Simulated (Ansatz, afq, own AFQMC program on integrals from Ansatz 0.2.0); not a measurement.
# C₂H₆Sn (triplet): AFQMC on the coupled-cluster ladder as a fragment species, def2-TZVP

Aim: compute C₂H₆Sn (triplet) with auxiliary-field quantum Monte Carlo on the same integrals as coupled cluster, and set the energies side by side.

Program: Ansatz 0.2.0, Gaussian basis, and an in-house AFQMC program (afq) on its integrals; all values are calculated. Level of theory: def2-TZVP, frozen cores. These are calculated values, not measurements.

To be run: PBE (unrestricted); CCSD(T) on UHF; CCSD(T) on UHF; r2SCAN (unrestricted); PBE0 (unrestricted); B3LYP (unrestricted); wB97M-V (unrestricted); CCSD(T) on UHF; B2PLYP (unrestricted); Phaseless AFQMC, CISD trial on UHF.

1 further run of the same task is left out (it didn't finish).

**1. The system**

The geometry is a PBE0/def2-SVP stationary point (not a proven minimum). No spin-orbit coupling is included. Elements past krypton take def2 core potentials.

9 atoms, charge 0, spin multiplicity 3.

Atoms are counted from 1 here; the program's logs count them from 0.

Bond lengths: C1–Sn2 2.138 Å, C1–H4 1.098 Å, C1–H5 1.095 Å, Sn2–C3 2.175 Å, Sn2–H6 1.740 Å, C3–H7 1.101 Å, C3–H8 1.098 Å, C3–H9 1.099 Å. Angles: Sn2–C1–H4 121.6°, Sn2–C1–H5 123.0°, H4–C1–H5 115.4°, C1–Sn2–C3 109.1°, C1–Sn2–H6 108.4°, C3–Sn2–H6 107.5°, Sn2–C3–H7 108.5°, Sn2–C3–H8 110.2°, Sn2–C3–H9 110.1°, H7–C3–H8 109.2°, H7–C3–H9 109.3°, H8–C3–H9 109.5°.

**2. PBE (unrestricted)**

Input file in.yaml:

```yaml
crystal:
  periodic: [false, false, false]
  atoms:
    - {symbol: C, position_ang: [-0.571685, 1.633607, -0.964953]}
    - {symbol: Sn, position_ang: [0.238668, 0.460266, 0.627581]}
    - {symbol: C, position_ang: [0.297875, -1.625843, 0.014282]}
    - {symbol: H, position_ang: [-0.107392, 1.652322, -1.959599]}
    - {symbol: H, position_ang: [-1.465865, 2.256240, -0.852653]}
    - {symbol: H, position_ang: [1.879446, 0.969367, 0.905364]}
    - {symbol: H, position_ang: [0.865478, -1.698071, -0.926233]}
    - {symbol: H, position_ang: [-0.720936, -2.002501, -0.148959]}
    - {symbol: H, position_ang: [0.793010, -2.232287, 0.785070]}
basis:
  gaussian: {orbitals: def2-TZVP}
magnetization: {spin_polarized: true, initial_magnetization: 2}
hamiltonian: {xc: {name: PBE}}
output: {orbitals: {seedname: orbitals}}
```

Started as:

```
ansatz run in.yaml --threads 1 --pin off --events-out ev --progress --plain --max-ram 5632MiB --backend cpu
```

The log of the run:

```text
Functional definition: PBE
  name "PBE"
  cite "Perdew, Burke & Ernzerhof, Phys. Rev. Lett. 77, 3865 (1996) doi:10.1103/PhysRevLett.77.3865"
  parent pbe
  parameter kappa = 0.804
  parameter beta = 0.06672455060314922
  exchange = pbe_x(kappa = kappa, mu = beta*pi^2/3)
  correlation = pbe_c(beta = beta)
1012 factors; their error is unknown
mean field evaluation 1: about -7982.6267 eV, gradient 5.6e1 eV
mean field evaluation 2: about -7944.6457 eV, gradient 8.9e1 eV
mean field evaluation 4: about -7997.6539 eV, gradient 7.3e0 eV
mean field evaluation 8: about -7997.9101 eV, gradient 3.0e-1 eV
mean field evaluation 16: about -7997.8873 eV, gradient 3.9e-4 eV
mean field -7997.88734006 eV, -293.9169385844 hartree, gradient 2.4e-5 eV, S^2 2.004586; 0 other end points of the search recorded, 0 dependent functions left out
reference -7997.88739084 eV, -293.9169404505 hartree; 21, 19 occupied and 127, 129 virtual orbitals, 1012 factors
Total energy: -7997.88739084 eV, -293.9169404505 hartree
```

Wall time 3.9 s (1 thread of AMD EPYC 7R13 (Zen 3), shared host); peak memory 4.8 GiB.

From the report: ⟨S²⟩ of the determinant 2.005 (pure triplet: 2.00).

**3. CCSD(T) on UHF**

in.yaml, as its differences from that of step 2:

```diff
@@ -15,3 +15,2 @@
 magnetization: {spin_polarized: true, initial_magnetization: 2}
-hamiltonian: {xc: {name: PBE}}
-output: {orbitals: {seedname: orbitals}}
+correlation: {method: ccsd_t, electrons: outside_noble_gas, hamiltonian_folder: ham}
```

Started as:

```
ansatz run in.yaml --threads 1 --pin off --events-out ev --progress --plain --max-ram 16896MiB --backend cuda --devices 0, --max-vram 18GiB
```

The log of the run (excerpt; [...] marks lines left out):

```text
Functional definition: HF
  name "HF"
  cite "Fock, Z. Phys. 61, 126 (1930) doi:10.1007/BF01340294"
  parent pbe
[...]
1170 factors; integrals over basis functions are off by at most 1.4e-3 eV
[...]
mean field -7960.03872835 eV, -292.5260277589 hartree, gradient 5.2e-6 eV, S^2 2.018366; 0 other end points of the search recorded, 0 dependent functions left out
11 core orbitals not correlated: weight in the atoms' cores, before any rotation towards them, 0.996 or more for the frozen orbitals, at most 0.004 for the correlated occupied ones
reference -7960.03872835 eV, -292.5260277589 hartree; 10, 8 occupied and 127, 129 virtual orbitals, 1170 factors
second order -10.83894336 eV of doubles, -0.00000000 eV of singles
cycle   1  -11.70347127 eV  change   -8.6e-1 eV  update   7.8e-2
[...]
cycle  10  -12.11799921 eV  change    7.9e-6 eV  update   1.8e-5
perturbative correction -0.43468980 eV, -0.0159745556 hartree
Total energy: -7972.59141736 eV, -292.9873305715 hartree
```

It took 7 s on 1 × NVIDIA H100 80GB HBM3 with 1 thread of AMD EPYC 7R13 (Zen 3), shared host; peak host memory 4.8 GiB.

From the report: ⟨S²⟩ of the determinant 2.018 (pure triplet: 2.00); correlation -12.5527 eV; T1 0.013; largest double amplitude 0.02.

This run also writes the integrals to the folder ham.

**4. CCSD(T) on UHF**

in.yaml, as its differences from that of step 3:

```diff
@@ -13,4 +13,4 @@
 basis:
-  gaussian: {orbitals: def2-TZVP}
+  gaussian: {orbitals: def2-TZVPP}
 magnetization: {spin_polarized: true, initial_magnetization: 2}
-correlation: {method: ccsd_t, electrons: outside_noble_gas, hamiltonian_folder: ham}
+correlation: {method: ccsd_t, electrons: outside_noble_gas}
```

The command is unchanged.

The log of the run (excerpt; [...] marks lines left out):

```text
Functional definition: HF
  name "HF"
  cite "Fock, Z. Phys. 61, 126 (1930) doi:10.1007/BF01340294"
  parent pbe
[...]
1300 factors; integrals over basis functions are off by at most 1.1e-3 eV
[...]
mean field -7960.09133317 eV, -292.5279609502 hartree, gradient 7.3e-6 eV, S^2 2.018563; 0 other end points of the search recorded, 0 dependent functions left out
11 core orbitals not correlated: weight in the atoms' cores, before any rotation towards them, 0.996 or more for the frozen orbitals, at most 0.004 for the correlated occupied ones
reference -7960.09133317 eV, -292.5279609502 hartree; 10, 8 occupied and 175, 177 virtual orbitals, 1300 factors
second order -11.28451771 eV of doubles, -0.00000000 eV of singles
cycle   1  -12.09612801 eV  change   -8.1e-1 eV  update   7.6e-2
[...]
cycle  10  -12.50430983 eV  change    1.2e-5 eV  update   1.9e-5
perturbative correction -0.45831714 eV, -0.0168428441 hartree
Total energy: -7973.05396013 eV, -293.0043287048 hartree
```

Wall time 4.9 s (1 × NVIDIA H100 80GB HBM3 with 1 thread of AMD EPYC 7R13 (Zen 3), shared host); peak host memory 4.8 GiB.

From the report: ⟨S²⟩ of the determinant 2.019 (pure triplet: 2.00); correlation -12.9626 eV; T1 0.013; largest double amplitude 0.02.

**5. r2SCAN (unrestricted)**

in.yaml, as its differences from that of step 4:

```diff
@@ -13,4 +13,4 @@
 basis:
-  gaussian: {orbitals: def2-TZVPP}
+  gaussian: {orbitals: def2-TZVP}
 magnetization: {spin_polarized: true, initial_magnetization: 2}
-correlation: {method: ccsd_t, electrons: outside_noble_gas}
+hamiltonian: {xc: {name: r2SCAN}}
```

Started as:

```
ansatz run in.yaml --threads 1 --pin off --events-out ev --progress --plain --max-ram 5632MiB --backend cpu
```

The log of the run:

```text
Functional definition: r2SCAN
  name "r2SCAN"
  cite "Furness, Kaplan, Ning, Perdew & Sun, J. Phys. Chem. Lett. 11, 8208 (2020) doi:10.1021/acs.jpclett.0c02405"
  cite "Furness, Kaplan, Ning, Perdew & Sun, J. Phys. Chem. Lett. 11, 9248 (2020) doi:10.1021/acs.jpclett.0c03077"
  parent r2scan
  parameter k0 = 0.174
  parameter k1 = 0.065
  parameter a1 = 4.9479
  exchange = r2scan_x(k0 = k0, k1 = k1, a1 = a1)
  correlation = r2scan_c
1012 factors; their error is unknown
mean field evaluation 1: about -7990.0947 eV, gradient 5.0e1 eV
mean field evaluation 2: about -7970.2498 eV, gradient 7.2e1 eV
mean field evaluation 4: about -8002.1181 eV, gradient 3.6e0 eV
mean field evaluation 8: about -8002.1754 eV, gradient 1.2e-1 eV
mean field evaluation 16: about -8002.1522 eV, gradient 5.3e-4 eV
mean field -8002.15223640 eV, -294.0736706341 hartree, gradient 5.2e-5 eV, S^2 2.009427; 0 other end points of the search recorded, 0 dependent functions left out
reference -8002.15225520 eV, -294.0736713249 hartree; 21, 19 occupied and 127, 129 virtual orbitals, 1012 factors
Total energy: -8002.15225520 eV, -294.0736713249 hartree
```

It took 8.5 s on 1 thread of AMD EPYC 7R13 (Zen 3), shared host; peak memory 4.8 GiB.

From the report: ⟨S²⟩ of the determinant 2.009 (pure triplet: 2.00).

**6. PBE0 (unrestricted)**

in.yaml, as its differences from that of step 5:

```diff
@@ -15,2 +15,3 @@
 magnetization: {spin_polarized: true, initial_magnetization: 2}
-hamiltonian: {xc: {name: r2SCAN}}
+hamiltonian: {xc: {name: PBE0}}
+output: {orbitals: {seedname: orbitals}}
```

Launched as before.

The log of the run:

```text
Functional definition: PBE0
  name "PBE0"
  cite "Adamo & Barone, J. Chem. Phys. 110, 6158 (1999) doi:10.1063/1.478522"
  cite "Perdew, Burke & Ernzerhof, Phys. Rev. Lett. 77, 3865 (1996) doi:10.1103/PhysRevLett.77.3865"
  parent pbe
  parameter a = 0.25
  parameter kappa = 0.804
  parameter beta = 0.06672455060314922
  exchange = (1 - a)*pbe_x(kappa = kappa, mu = beta*pi^2/3) + a*exact_x
  correlation = pbe_c(beta = beta)
1085 factors; their error is unknown
mean field evaluation 1: about -7989.4246 eV, gradient 4.4e1 eV
mean field evaluation 2: about -7982.5044 eV, gradient 5.3e1 eV
mean field evaluation 4: about -7998.5517 eV, gradient 2.0e0 eV
mean field evaluation 8: about -7998.5681 eV, gradient 6.0e-2 eV
mean field evaluation 16: about -7998.6344 eV, gradient 1.9e-4 eV
mean field -7998.63435365 eV, -293.9443908276 hartree, gradient 3.9e-5 eV, S^2 2.006574; 0 other end points of the search recorded, 0 dependent functions left out
reference -7998.63439118 eV, -293.9443922069 hartree; 21, 19 occupied and 127, 129 virtual orbitals, 1085 factors
Total energy: -7998.63439118 eV, -293.9443922069 hartree
```

Run time: 5 s. Hardware: 1 thread of AMD EPYC 7R13 (Zen 3), shared host; peak memory 4.8 GiB.

From the report: ⟨S²⟩ of the determinant 2.007 (pure triplet: 2.00).

**7. B3LYP (unrestricted)**

in.yaml, as its differences from that of step 6:

```diff
@@ -15,3 +15,2 @@
 magnetization: {spin_polarized: true, initial_magnetization: 2}
-hamiltonian: {xc: {name: PBE0}}
-output: {orbitals: {seedname: orbitals}}
+hamiltonian: {xc: {name: B3LYP}}
```

Launched as before.

The log of the run (excerpt; [...] marks lines left out):

```text
Functional definition: B3LYP
  name "B3LYP"
  cite "Stephens, Devlin, Chabalowski & Frisch, J. Phys. Chem. 98, 11623 (1994) doi:10.1021/j100096a001"
  cite "Becke, Phys. Rev. A 38, 3098 (1988) doi:10.1103/PhysRevA.38.3098"
  cite "Lee, Yang & Parr, Phys. Rev. B 37, 785 (1988) doi:10.1103/PhysRevB.37.785"
  cite "Vosko, Wilk & Nusair, Can. J. Phys. 58, 1200 (1980) doi:10.1139/p80-159"
[...]
1056 factors; their error is unknown
[...]
mean field -8003.46181957 eV, -294.1217969280 hartree, gradient 4.1e-5 eV, S^2 2.005713; 0 other end points of the search recorded, 0 dependent functions left out
reference -8003.46209972 eV, -294.1218072233 hartree; 21, 19 occupied and 127, 129 virtual orbitals, 1056 factors
Total energy: -8003.46209972 eV, -294.1218072233 hartree
```

It took 4.9 s on 1 thread of AMD EPYC 7R13 (Zen 3), shared host; peak memory 4.8 GiB.

From the report: ⟨S²⟩ of the determinant 2.006 (pure triplet: 2.00).

**8. wB97M-V (unrestricted)**

in.yaml, as its differences from that of step 7:

```diff
@@ -15,2 +15,3 @@
 magnetization: {spin_polarized: true, initial_magnetization: 2}
-hamiltonian: {xc: {name: B3LYP}}
+hamiltonian: {xc: {name: wB97M-V}}
+output: {orbitals: {seedname: orbitals}}
```

Same command.

The log of the run (excerpt; [...] marks lines left out):

```text
Functional definition: wB97M-V
  name "wB97M-V"
  cite "Mardirossian & Head-Gordon, J. Chem. Phys. 144, 214110 (2016) doi:10.1063/1.4952647"
  cite "Becke, J. Chem. Phys. 107, 8554 (1997) doi:10.1063/1.475007"
  cite "Vydrov & Van Voorhis, J. Chem. Phys. 133, 244103 (2010) doi:10.1063/1.3521275"
  # Of w^i u^j: cxij and so on, Table III.
[...]
  gx(w, u) = 1 - cx + cx01*u + cx10*w
  gss(w, u) = css00 + css04*u^4 + css10*w + css20*w^2 + css43*w^4*u^3
  gos(w, u) = cos00 + cos10*w + (cos20 + cos21*u)*w^2 + (cos60 + cos61*u)*w^6
[...]
      + integral(e_c_pw_mod_opposite_spin*gos(b97_w_opposite, b97_u_opposite)) + vv10(b, c)
1056 factors; their error is unknown
291 factors; integrals over basis functions are off by at most 1.1e-5 eV
[...]
mean field -7998.30466686 eV, -293.9322750614 hartree, gradient 3.7e-5 eV, S^2 2.006025; 0 other end points of the search recorded, 0 dependent functions left out
reference -7998.30472238 eV, -293.9322771019 hartree; 21, 19 occupied and 127, 129 virtual orbitals, 1056 factors
Total energy: -7998.30472238 eV, -293.9322771019 hartree
```

It took 19 s on 1 thread of AMD EPYC 7R13 (Zen 3), shared host; peak memory 4.8 GiB.

From the report: ⟨S²⟩ of the determinant 2.006 (pure triplet: 2.00).

**9. CCSD(T) on UHF**

in.yaml, as its differences from that of step 8:

```diff
@@ -13,5 +13,4 @@
 basis:
-  gaussian: {orbitals: def2-TZVP}
+  gaussian: {orbitals: "def2-QZVPP.json"}
 magnetization: {spin_polarized: true, initial_magnetization: 2}
-hamiltonian: {xc: {name: wB97M-V}}
-output: {orbitals: {seedname: orbitals}}
+correlation: {method: ccsd_t, electrons: outside_noble_gas}
```

Started as:

```
ansatz run in.yaml --threads 1 --pin off --events-out ev --progress --plain --max-ram 16896MiB --backend cuda --devices 0, --max-vram 18GiB
```

The log of the run (excerpt; [...] marks lines left out):

```text
Functional definition: HF
  name "HF"
  cite "Fock, Z. Phys. 61, 126 (1930) doi:10.1007/BF01340294"
  parent pbe
[...]
2248 factors; integrals over basis functions are off by at most 1.1e-3 eV
[...]
mean field -7960.24131474 eV, -292.5334726715 hartree, gradient 8.2e-6 eV, S^2 2.018898; 1 other end points of the search recorded, 0 dependent functions left out
11 core orbitals not correlated: weight in the atoms' cores, before any rotation towards them, 0.996 or more for the frozen orbitals, at most 0.004 for the correlated occupied ones
reference -7960.24131474 eV, -292.5334726715 hartree; 10, 8 occupied and 355, 357 virtual orbitals, 2248 factors
second order -12.03083680 eV of doubles, -0.00000000 eV of singles
cycle   1  -12.68312837 eV  change   -6.5e-1 eV  update   7.7e-2
[...]
cycle  11  -13.10154883 eV  change   -6.1e-6 eV  update   8.3e-6
perturbative correction -0.51025498 eV, -0.0187515248 hartree
Total energy: -7973.85311855 eV, -293.0336972351 hartree
```

Run time: 32 s. Hardware: 1 × NVIDIA H100 80GB HBM3 with 1 thread of AMD EPYC 7R13 (Zen 3), shared host; peak host memory 4.8 GiB.

From the report: ⟨S²⟩ of the determinant 2.019 (pure triplet: 2.00); correlation -13.6118 eV; T1 0.013; largest double amplitude 0.01.

**10. B2PLYP (unrestricted)**

in.yaml, as its differences from that of step 9:

```diff
@@ -13,4 +13,5 @@
 basis:
-  gaussian: {orbitals: "def2-QZVPP.json"}
+  gaussian: {orbitals: def2-TZVP}
 magnetization: {spin_polarized: true, initial_magnetization: 2}
-correlation: {method: ccsd_t, electrons: outside_noble_gas}
+hamiltonian: {xc: {name: B2PLYP}}
+correlation: {electrons: outside_noble_gas}
```

Started as:

```
ansatz run in.yaml --threads 1 --pin off --events-out ev --progress --plain --max-ram 5632MiB --backend cpu
```

The log of the run (excerpt; [...] marks lines left out):

```text
Functional definition: B2PLYP
  name "B2PLYP"
  cite "Grimme, J. Chem. Phys. 124, 034108 (2006) doi:10.1063/1.2148954"
  cite "Becke, Phys. Rev. A 38, 3098 (1988) doi:10.1103/PhysRevA.38.3098"
  cite "Lee, Yang & Parr, Phys. Rev. B 37, 785 (1988) doi:10.1103/PhysRevB.37.785"
[...]
1170 factors; integrals over basis functions are off by at most 1.4e-3 eV
[...]
mean field -7987.64623508 eV, -293.5405849180 hartree, gradient 8.9e-6 eV, S^2 2.010030; 0 other end points of the search recorded, 0 dependent functions left out
11 core orbitals not correlated: weight in the atoms' cores, before any rotation towards them, 0.996 or more for the frozen orbitals, at most 0.003 for the correlated occupied ones
reference -7987.64641100 eV, -293.5405913830 hartree; 10, 8 occupied and 127, 129 virtual orbitals, 1170 factors
second order -13.37541526 eV of doubles, -0.00000000 eV of singles
Total energy: -7991.25777312 eV, -293.6733064931 hartree
```

Wall time 8 s (1 thread of AMD EPYC 7R13 (Zen 3), shared host); peak memory 4.8 GiB.

From the report: ⟨S²⟩ of the determinant 2.010 (pure triplet: 2.00).

**11. Phaseless AFQMC, CISD trial on UHF**

It reads the integrals that the CCSD(T) run on this determinant wrote.

Started as:

```
afq ham --method phaseless --trial cisd --walkers 500 --populations 10 --least-time 60 --time-step 0.005 --steps-per-block 50 --equilibration-blocks 28 --max-blocks 4000 --target-error 0.00026 --factor-cut 1e-05 --start spin_pure --seed 8093 --release-times 0.24,0.51,0.99,1.5 --release-step 0.03 --release-every 4 --taylor-order 6
```

The log of the run:

```text
orbitals 137  electrons 10 8  factors 1107 of 1170
reference energy -292.52602776 Eh
CCSD correlation -0.44532858 Eh in 12 cycles, weight of the determinant in the CISD state 0.8295
energy of the start -292.970151 Eh
 block  time / (1/Eh)  mean weight  energy / Eh
     1     0.250  1.0010  -292.959884
     2     0.500  0.9996  -292.966768
     3     0.750  0.9998  -292.973376
     4     1.000  1.0000  -292.977401
     5     1.250  1.0008  -292.979903
     6     1.500  0.9997  -292.980614
     7     1.750  0.9991  -292.982460
     8     2.000  1.0005  -292.983354
     9     2.250  0.9979  -292.983314
    10     2.500  1.0011  -292.985467
    13     3.250  1.0011  -292.985804
    19     4.750  1.0001  -292.988480
    25     6.250  1.0006  -292.988612
    31     7.750  1.0005  -292.990959
    37     9.250  0.9990  -292.992370
    43    10.750  0.9997  -292.988294
    49    12.250  1.0008  -292.993567
    55    13.750  0.9998  -292.987569
    61    15.250  0.9998  -292.993556
    67    16.750  1.0000  -292.988391
    73    18.250  0.9993  -292.990213
    79    19.750  0.9998  -292.991094
    85    21.250  0.9995  -292.992658
    91    22.750  1.0001  -292.995859
    97    24.250  1.0005  -292.986624
   103    25.750  1.0015  -292.988382
   109    27.250  1.0001  -292.989008
   115    28.750  0.9987  -292.988585
   121    30.250  0.9985  -292.989536
   127    31.750  0.9992  -292.987025
   133    33.250  1.0001  -292.988373
   139    34.750  1.0002  -292.986873
   145    36.250  1.0009  -292.988359
   151    37.750  0.9994  -292.990127
   157    39.250  1.0009  -292.988448
   163    40.750  0.9986  -292.988237
   169    42.250  0.9988  -292.989197
   175    43.750  1.0000  -292.988009
   181    45.250  0.9998  -292.995892
   187    46.750  1.0001  -292.992126
   193    48.250  1.0002  -292.987744
   199    49.750  0.9989  -292.989472
   205    51.250  0.9987  -292.988879
   211    52.750  0.9995  -292.989277
   217    54.250  1.0000  -292.986984
   223    55.750  1.0000  -292.992791
   229    57.250  0.9999  -292.990788
   235    58.750  0.9998  -292.990610
   241    60.250  0.9995  -292.983185
   247    61.750  1.0001  -292.986579
   253    63.250  0.9998  -292.988023
error from the spread of 10 populations
released: time / (1/Eh)  energy / Eh  error  mean overlap
  0.24  -292.989679  0.000306  0.9956
  0.51  -292.989757  0.000339  0.9919
  0.99  -292.989946  0.000279  0.9915
  1.50  -292.989567  0.000528  0.9903
energy -292.989529 +/- 0.000323 Eh
```

It took 5.6 min on 1 × NVIDIA H100 80GB HBM3 with 2 threads of AMD EPYC 7R13 (Zen 3), shared host; peak host memory 4.8 GiB.

Energy -7972.6512 ± 0.0088 eV. Caveats: constraint bias not in the error.

**12. All levels side by side**

On the UHF determinant, counted from CCSD(T) (a yardstick, not exact):

| level | energy (eV) | from CCSD(T) (meV) | statistical error (meV) | time |
| --- | --- | --- | --- | --- |
| HF | -7960.0387 | +12552.7 |  |  |
| MP2 | -7970.8777 | +1713.7 |  |  |
| CCSD | -7972.1567 | +434.7 |  |  |
| CCSD(T) | -7972.5914 | 0.0 |  |  |
| Phaseless AFQMC, CISD trial, step 0.005, 500 walkers | -7972.6512 | -59.8 | 8.8 | 5.6 min |

The functionals' totals stand on their own zeros and serve differences with other points: PBE -7997.887 eV; r2SCAN -8002.152 eV; PBE0 -7998.634 eV; B3LYP -8003.462 eV; wB97M-V -7998.305 eV; B2PLYP -7991.258 eV.

**13. Results**

| quantity | value |
| --- | --- |
| Phaseless AFQMC, CISD trial on UHF from CCSD(T) | -59.8 ± 8.8 meV |

What this shows: On UHF the phaseless walk with the CISD trial lies -59.8 meV from CCSD(T), 7 times its error bar. Error bars are statistical and leave out the constraint, the time step and what remains of the start. Sn carries a core potential, and spin-orbit coupling is left out.
